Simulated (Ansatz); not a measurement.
**PBE-QIDH/6-31G(d) (spherical functions) run of C3H8Si (SMILES CC(C)[SiH])**

What is the electronic atomisation energy of C3H8Si at PBE-QIDH/6-31G* (spherical functions)? 

Program for the calculation: Ansatz 0.2.0.

62 further runs of the same task are left out: 62 set aside as unsound or not needed.

### Step 1. The system as given

C3H8Si: 12 atoms, total charge 0, spin state singlet. SMILES: `CC(C)[SiH]`. Geometry: relaxed at PBE0-D4/def2-TZVP. This is one conformer, not always the lowest.

Bond lengths: C1–C2 1.513 Å, C2–C3 1.532 Å, C2–Si4 1.900 Å, C1–H5 1.093 Å, C1–H6 1.093 Å, C1–H7 1.096 Å, C2–H8 1.091 Å, C3–H9 1.089 Å, C3–H10 1.146 Å, C3–H11 1.090 Å, Si4–H12 1.529 Å. Some angles: C1–C2–C3 114.4°, C1–C2–Si4 122.7°, C3–C2–Si4 84.0°, C1–C2–H8 111.2°, C3–C2–H8 110.2°, Si4–C2–H8 111.4°, C2–C1–H5 111.1°, C2–C1–H6 110.7°, C2–C1–H7 112.0°, C2–C3–H9 112.0°.

### Step 2. The energy at PBE-QIDH/6-31G(d) (spherical functions)

File job.yaml:

```yaml
crystal:
  periodic: [false, false, false]
  atoms:
    - {symbol: C, position_ang: [-0.253100, 0.907000, -1.062800]}
    - {symbol: C, position_ang: [0.097600, -0.436300, -0.460200]}
    - {symbol: C, position_ang: [0.789900, -0.357500, 0.904100]}
    - {symbol: Si, position_ang: [-1.169000, -1.505700, 0.467600]}
    - {symbol: H, position_ang: [-0.840100, 0.787500, -1.976500]}
    - {symbol: H, position_ang: [-0.850600, 1.498900, -0.364400]}
    - {symbol: H, position_ang: [0.640200, 1.486400, -1.322400]}
    - {symbol: H, position_ang: [0.694200, -1.034400, -1.150400]}
    - {symbol: H, position_ang: [0.750400, 0.645900, 1.325000]}
    - {symbol: H, position_ang: [0.284700, -1.010900, 1.698600]}
    - {symbol: H, position_ang: [1.807500, -0.747500, 0.908500]}
    - {symbol: H, position_ang: [-1.874800, -0.288600, 1.067000]}
basis:
  gaussian:
    orbitals: 6-31G_st_-spherical.json
output: {orbitals: {seedname: orbitals}}
correlation:
  frozen_orbitals: {C: 1, H: 0, Si: 5}
hamiltonian:
  xc: {name: PBE-QIDH}
accuracy: high
```

The basis set 6-31G* is read from a file made from the Basis Set Exchange's data (not shown).

Run with:

```bash
ansatz run job.yaml --threads 1 --pin off --max-ram 3480MiB --events-out events.jsonl --progress --plain --runs-dir runs
```

The program printed:

```text
Warning: RAYON_NUM_THREADS=1 ignored (pool sized by the plan → 1); use --threads N
Functional definition: PBE-QIDH
  name "PBE-QIDH"
  parameter a = 3^(-1/3)
  parameter c = 1/3
  exchange = (1 - a)*pbe_x + a*exact_x
  correlation = (1 - c)*pbe_c + c*(mp2_os + mp2_ss)
1918 factors; integrals over basis functions are off by at most 3.9e-9 eV
mean field evaluation 1: about -11097.5300 eV, gradient 3.0e1 eV
mean field evaluation 2: about -11097.6032 eV, gradient 3.0e1 eV
mean field evaluation 4: about -11100.0134 eV, gradient 2.6e0 eV
mean field evaluation 8: about -11100.0362 eV, gradient 4.1e-2 eV
mean field evaluation 16: about -11100.0363 eV, gradient 2.5e-5 eV
mean field -11100.03625964 eV, -407.9188086671 hartree, gradient 5.6e-8 eV, S^2 0.000000; 0 other end points of the search recorded, 0 dependent functions left out
8 core orbitals not correlated: weight in the atoms' cores, before any rotation towards them, 1.000 or more for the frozen orbitals, at most 0.000 for the correlated occupied ones
reference -11100.03626053 eV, -407.9188086997 hartree; 12, 12 occupied and 56, 56 virtual orbitals, 1918 factors
second order -14.58141365 eV of doubles, -0.00000000 eV of singles
Total energy: -11104.89673175 eV, -408.0974277224 hartree
```

It took 6 s on 1 thread of Intel Xeon 6975P-C (Granite Rapids), shared host; peak memory 0.27 GiB.

### Step 3. The C atom at the same level

File input.yaml:

```yaml
crystal:
  periodic: [false, false, false]
  atoms:
    - {symbol: C, position_ang: [0.000000, 0.000000, 0.000000]}
basis:
  gaussian:
    orbitals: 6-31G_st_-spherical.json
total_charge: 0
magnetization:
  spin_polarized: true
  initial_magnetization: 2
hamiltonian:
  xc: {name: PBE-QIDH}
correlation:
  frozen_orbitals: {C: 1}
accuracy: high
```

The basis set 6-31G* is read from a file made from the Basis Set Exchange's data (not shown).

Run the same way, it converges to -37.78314 Eh (log not shown).

### Step 4. The H atom

File job.yaml:

```yaml
crystal:
  periodic: [false, false, false]
  atoms:
    - {symbol: H, position_ang: [0.000000, 0.000000, 0.000000]}
basis:
  gaussian:
    orbitals: "6-31G*"
hamiltonian:
  xc: {name: PBE-QIDH}
magnetization:
  spin_polarized: true
  initial_magnetization: 1
accuracy: high
correlation:
  frozen_orbitals: {H: 0}
```

Run the same way, it converges to -0.50012 Eh (log not shown).

### Step 5. The Si atom, same level

File molecule.yaml:

```yaml
crystal:
  periodic: [false, false, false]
  atoms:
    - symbol: Si
      position_ang: [0.000000, 0.000000, 0.000000]
basis:
  gaussian:
    orbitals: 6-31G_st_-spherical.json
magnetization:
  spin_polarized: true
  initial_magnetization: 2
hamiltonian:
  xc: {name: PBE-QIDH}
correlation:
  frozen_orbitals: {Si: 5}
accuracy: high
```

The basis set 6-31G* is read from a file made from the Basis Set Exchange's data (not shown).

Run the same way, it converges to -289.13362 Eh (log not shown).

### Step 6. Summary of results

At PBE-QIDH/6-31G* (spherical functions), 8 core orbitals frozen:

```
                                     quantity          value
                       molecule: total energy  -408.09743 Eh
  molecule: HOMO energy (SCF part's orbitals)       -7.63 eV
  molecule: LUMO energy (SCF part's orbitals)        0.48 eV
molecule: HOMO–LUMO gap (SCF part's orbitals)        8.11 eV
                         C atom: total energy   -37.78314 Eh
                                 C atom: ⟨S²⟩          2.003
                         H atom: total energy    -0.50012 Eh
                                 H atom: ⟨S²⟩          0.750
                        Si atom: total energy  -289.13362 Eh
                                Si atom: ⟨S²⟩          2.004
                electronic atomisation energy      43.904 eV
```

What this shows: Taking the molecule apart into free atoms costs 43.90 eV (4236 kJ/mol), before zero-point energy and without spin-orbit coupling.
